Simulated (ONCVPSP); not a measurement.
# Pseudopotential generation for osmium: ONCV, PBEsol

Task: generate the file, and judge it by its errors in other configurations, its logarithmic derivatives, its ghosts and its cutoff.

The numbers are computed with ONCVPSP 4.0.1 (PBEsol, scalar-relativistic, spin-unpolarised reference atom).

2 further runs of the same task are left out: 2 that didn't finish.

### 1 The atom and the settings

The settings as typed:

```
element                 : osmium (Os, Z = 76)
type                    : optimised norm-conserving Vanderbilt (ONCV)
frozen core             : [Kr] 4d10 4f14
valence charge          : 16
reference configuration : 5s2 5p6 5d7 6s1
partial waves           : 5s+6s: rc 1.75 bohr, ncon 4, nbas 7, qcut 5.8 1/bohr, 3 projectors, debl 3.1 Ha; 5p: rc 1.25 bohr, ncon 4, nbas 8, qcut 5.2 1/bohr, 2 projectors, debl 3.2 Ha; 5d: rc 1.38 bohr, ncon 4, nbas 8, qcut 5.1 1/bohr, 2 projectors, debl 2.6 Ha
local potential         : polynomial inside 1.05 bohr (lpopt 5, dvloc0 0 Ha)
core correction         : not asked for
```

The outer shells as boxes (Hund's rule for the drawing; the calculation is spin-unpolarised):

```
[Kr] core
4d [↑↓][↑↓][↑↓][↑↓][↑↓]
4f [↑↓][↑↓][↑↓][↑↓][↑↓][↑↓][↑↓]
5s [↑↓]
5p [↑↓][↑↓][↑↓]
5d [↑↓][↑↓][↑ ][↑ ][↑ ]
6s [↑ ]
```

An earlier all-electron run gives the scale for the radii.

All-electron outer shells of the reference configuration (PBEsol, scalar-relativistic, ld1.x):

```tsv
shell	level (eV)	outermost node (bohr)	outermost maximum (bohr)
5s	-89.24	0.51	0.91
4f	-49.59	–	0.40
5p	-48.65	0.55	1.03
6s	-5.47	1.21	2.54
5d	-4.73	0.60	1.38
6p	-0.94	1.45	3.69
```

### 2 Generating the potential

Contents of Os.dat:

```
# ATOM AND REFERENCE CONFIGURATION
# atsym  z   nc   nv     iexc    psfile
  Os 76.00   10    4  -116133      upf
#
#   n    l    f
    1    0    2.00
    2    0    2.00
    2    1    6.00
    3    0    2.00
    3    1    6.00
    3    2   10.00
    4    0    2.00
    4    1    6.00
    4    2   10.00
    4    3   14.00
    5    0    2.00
    5    1    6.00
    5    2    7.00
    6    0    1.00
#
# PSEUDOPOTENTIAL AND OPTIMIZATION
# lmax
    2
#
#   l,   rc,      ep,       ncon, nbas, qcut
    0    1.75    0.00    4    7    5.80
    1    1.25    0.00    4    8    5.20
    2    1.38    0.00    4    8    5.10
#
# LOCAL POTENTIAL
# lloc, lpopt,  rc(5),   dvloc0
    4    5    1.05    0.00
#
# VANDERBILT-KLEINMAN-BYLANDER PROJECTORs
# l, nproj, debl
    0    3    3.10
    1    2    3.20
    2    2    2.60
#
# MODEL CORE CHARGE
# icmod, fcfact, rcfact
    0    0.00    0.00
#
# LOG DERIVATIVE ANALYSIS
# epsh1, epsh2, depsh
   -5.00    5.00    0.04
#
# OUTPUT GRID
# rlmax, drl
    6.00    0.01
#
# TEST CONFIGURATIONS
# ncnf
    4
# nvcnf
#   n    l    f
    4
    5    0    2.00
    5    1    6.00
    5    2    6.00
    6    0    2.00
#
    4
    5    0    2.00
    5    1    6.00
    5    2    6.00
    6    0    1.00
#
    4
    5    0    2.00
    5    1    6.00
    5    2    6.00
    6    0    0.00
#
    4
    5    0    2.00
    5    1    5.00
    5    2    6.00
    6    0    2.00
#
```

Launch:

```console
$ oncvpsp.x < Os.dat > Os.out
```

**Question.** What will these runs give? Wanted: cutoffs for 1 and 0.1 mHa per electron, occupied waves; bound ghosts; GHOST(+) flags; largest test error; largest phase difference near zero energy, channels read.

The runs gave:

```
                                                quantity                         value
  cutoffs for 1 and 0.1 mHa per electron, occupied waves             119 Ha and 139 Ha
                                            bound ghosts                    none found
                                          GHOST(+) flags      s at 215 eV, p at 344 eV
                            largest test error (AE − PS)  -92 meV, for 5s2 5p5 5d6 6s2
largest phase difference near zero energy, channels read                     0.000 rad
```

By total energies transferability is fair: the largest error is 92 meV on 56.6 eV, for 5s2 5p5 5d6 6s2. That test lies far up in energy; among those under 40 eV, nearer to bonding, the largest error is 5.4 meV. It counts as very hard, with 119 Ha needed at the looser tolerance. At the looser tolerance the 5p wave is the slowest; 5d needs 17 Ha. The program's ghost test flags no bound state. Near zero energy the phases of the channels with partial waves agree within 0.001 rad. The program also flags highly localised states, GHOST(+) (s, p). Note that the frozen 4f shell (-50 eV) lies higher than the valence 5s shell (-89 eV). All of this concerns the isolated atom, not yet a solid.
